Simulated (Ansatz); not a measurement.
# C on Au (Gold) (110)

Aim: for Au (Gold), cut and relax a (110) slab, then compare the adsorption sites of C.

The COD entry's cell or inner coordinates are ideal or old and differ from later refinements, so a difference from it is no clean test against experiment.

Program: Ansatz 0.2.0. Level of theory: DFT PBE+D3(BJ), scalar-relativistic, plane waves, PAW. These are calculated values, not measurements.

1 further run of the same task is left out (set aside as unsound or not needed).

### Step 1. The structure to begin with

Symmetry: Fm-3m, No. 225, cubic system. The conventional cell has a = 4.103 Å, b = 4.103 Å, c = 4.103 Å, α = 90.00°, β = 90.00°, γ = 90.00°. Au (site symmetry m-3m) is surrounded by 12 Au at 2.90 Å.

Coordinates:

```
CELL_PARAMETERS angstrom
0.00000 2.05160 2.05160
2.05160 0.00000 2.05160
2.05160 2.05160 0.00000
ATOMIC_POSITIONS crystal
Au 0.00000 0.00000 0.00000
```

It is the result of an earlier relaxation at this level (volume 17.27 Å³/atom; gap on the mesh: none (metal)).

### Step 2. The slab

Planes are indexed in the bulk's conventional cell (Fm-3m (No. 225)), a = 4.103 Å, b = 4.103 Å, c = 4.103 Å, α = 90.00°, β = 90.00°, γ = 90.00°.

A (110) slab, 7.3 Å thick as cut, with 17 Å of vacuum, in a 2×2 surface cell; its outer planes are Au (top) and Au (bottom).

The slab as cut. Layers, bottom to top:

```
plane  atoms per cell  height over the lowest (Å)
    1             Au4                        0.00
    2             Au4                        1.45
    3             Au4                        2.90
    4             Au4                        4.35
    5             Au4                        5.80
    6             Au4                        7.25
```

### Step 3. Relaxing the clean slab

The input, input.yaml:

```yaml
crystal:
  lattice:
    - [5.8028129887, 0.0, 0.0]
    - [0.0, 8.2064168286, 0.0]
    - [0.0, 0.0, 24.2535162359]
  atoms:
    - { symbol: Au, position: [0.25, 0.25, 0.3504646467] }
    - { symbol: Au, position: [0.25, 0.75, 0.3504646467] }
    - { symbol: Au, position: [0.75, 0.25, 0.3504646467] }
    - { symbol: Au, position: [0.75, 0.75, 0.3504646467] }
    - { symbol: Au, position: [0.5, 0.5, 0.410278788] }
    - { symbol: Au, position: [0.5, 0.0, 0.410278788] }
    - { symbol: Au, position: [0.0, 0.5, 0.410278788] }
    - { symbol: Au, position: [0.0, 0.0, 0.410278788] }
    - { symbol: Au, position: [0.75, 0.75, 0.4700929293] }
    - { symbol: Au, position: [0.75, 0.25, 0.4700929293] }
    - { symbol: Au, position: [0.25, 0.75, 0.4700929293] }
    - { symbol: Au, position: [0.25, 0.25, 0.4700929293] }
    - { symbol: Au, position: [0.0, 0.0, 0.5299070707] }
    - { symbol: Au, position: [0.0, 0.5, 0.5299070707] }
    - { symbol: Au, position: [0.5, 0.0, 0.5299070707] }
    - { symbol: Au, position: [0.5, 0.5, 0.5299070707] }
    - { symbol: Au, position: [0.25, 0.25, 0.589721212] }
    - { symbol: Au, position: [0.25, 0.75, 0.589721212] }
    - { symbol: Au, position: [0.75, 0.25, 0.589721212] }
    - { symbol: Au, position: [0.75, 0.75, 0.589721212] }
    - { symbol: Au, position: [0.5, 0.5, 0.6495353533] }
    - { symbol: Au, position: [0.5, 0.0, 0.6495353533] }
    - { symbol: Au, position: [0.0, 0.5, 0.6495353533] }
    - { symbol: Au, position: [0.0, 0.0, 0.6495353533] }
basis:
  ecutwfc: 420
kpoints:
  mp_grid: { grid: [5, 4, 1] }
hamiltonian:
  xc: pbe
  dispersion: d3bj
scf:
  occupations: { method: gaussian, width: 0.1 }
output:
  forces: true
  eigenvalues: true
  write_density: true
  write_potential: true
  elf: true
  volumetric_format: npy
relax:
  adjacent_minimum: "off"
  f_tol: 0.03
  max_steps: 70
  constraints: [{ sites: [0, 1, 2, 3, 4, 5, 6, 7, 8, 9, 10, 11] }]
efield:
  axis: 3
  dipole_correction: true
```

Run with:

```console
$ ansatz run input.yaml --threads 8 --pin off --max-ram 22528MiB --backend cpu --events-out ev --progress --plain --runs-dir out
```

The session goes on with these runs: C at the top (Au) site; C put at a bridge (Au-Au) site; C put at a hollow over Au site.

**Question.** What will these runs give? Wanted: clean slab: work function; C: lowest end.

The runs gave:

| quantity | value |
| --- | --- |
| clean slab: work function | 4.99 eV |
| C: lowest end | E_ads -4.48 eV, from the hollow over Au start, 5 bonded, 0.23 Å high |

The strongest binding of C is 4.48 eV, a strong chemical bond when counted from the free atom, not from the element's molecule or solid; the ends span 1.54 eV. The surface itself gives way, with a slab atom moving 0.7 Å. It raises the work function by 0.22 eV, as a dipole layer with its negative end outwards does. The slab runs have no spin polarisation, while the free adsorbate has its spin; a moment that survived on the surface would lower E_ads. A start on a symmetric site keeps its symmetry, so an end may be a saddle point and not a minimum. The runs treat Au without spin-orbit coupling.
